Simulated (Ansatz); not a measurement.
# Si9C3N8: the cost of one run

All numbers below are computed with Ansatz 0.2.0 (DFT PBE, scalar-relativistic, plane waves, PAW).

**1. The starting structure**

The cell holds 20 atoms (C3N8Si9): a = 6.543 Å, b = 5.881 Å, c = 6.253 Å, α = 90.57°, β = 90.94°, γ = 91.95°.

It is the last frame of an earlier stage of the same melt, run at 2880 K.

Its coordinates follow in the input file.

**2. Dynamics at 1600 K**

One k point, a Fermi-Dirac width of 0.138 eV and a fixed cell.

File input.yaml:

```yaml
crystal:
  lattice:
    - [6.541727, -0.105804, -0.052875]
    - [-0.105804, 5.880345, -0.030814]
    - [-0.052875, -0.030814, 6.25313]
  atoms:
    - { symbol: Si, position: [0.86056048, 0.7125878435, 0.8646572702] }
    - { symbol: Si, position: [0.7532095623, 0.8134820487, 0.4187809928] }
    - { symbol: Si, position: [0.1808383725, 0.9577153456, 0.8186216432] }
    - { symbol: Si, position: [0.4897616576, 0.1249998925, 0.156925551] }
    - { symbol: Si, position: [0.4827751144, 0.5855147318, 0.1281939314] }
    - { symbol: Si, position: [0.4502508363, 0.6576336469, 0.6114792891] }
    - { symbol: Si, position: [0.6520943976, 0.2858522394, 0.5934080634] }
    - { symbol: Si, position: [0.0338215498, 0.2410569848, 0.3132414683] }
    - { symbol: Si, position: [0.1342820073, 0.8696379307, 0.2942685674] }
    - { symbol: C, position: [0.3191062179, 0.835584564, 0.0787289654] }
    - { symbol: C, position: [0.3708327333, 0.3407234586, 0.666755229] }
    - { symbol: C, position: [0.9620074189, 0.5117224648, 0.0697583892] }
    - { symbol: "N", position: [0.2303343507, 0.2262447988, 0.7721780252] }
    - { symbol: "N", position: [0.5645212544, 0.5422398337, 0.4117467486] }
    - { symbol: "N", position: [0.3031018424, 0.215848312, 0.327968543] }
    - { symbol: "N", position: [0.2314040393, 0.8017287363, 0.5629663138] }
    - { symbol: "N", position: [0.636688795, 0.78136784, 0.7527887867] }
    - { symbol: "N", position: [0.6435661861, 0.0861917023, 0.3555522488] }
    - { symbol: "N", position: [0.8948047143, 0.3048107676, 0.0428183725] }
    - { symbol: "N", position: [0.7431546502, 0.7030289632, 0.1323389675] }
  symmetry: { detect: false }
basis:
  ecutwfc: 420
  xc_grid: 1
kpoints:
  mp_grid: { grid: [1, 1, 1], shift: [0.25, 0.25, 0.25] }
hamiltonian:
  xc: pbe
scf:
  occupations: { method: fermi_dirac, width: 0.1379 }
  lower_state_search: "off"
  convergence: { dr2_threshold: 1.0e-05 }
output:
  forces: true
  stress: true
md:
  timestep: 2.0
  n_steps: 250
  ensemble: nvt_langevin
  friction: 0.03
  temperature: 1600.0
  initial_velocities: maxwell_boltzmann
  seed: 61702
```

Run with:

```sh
> ansatz run input.yaml --threads 2 --pin off --max-ram 5120MiB --backend cpu --events-out ev --progress --plain --runs-dir out
```

**Question.** How long does this run take on 2 threads of Arm Neoverse V1, shared host, and how much memory does it need?

About 3.9 min, with a peak of 0.39 GiB.
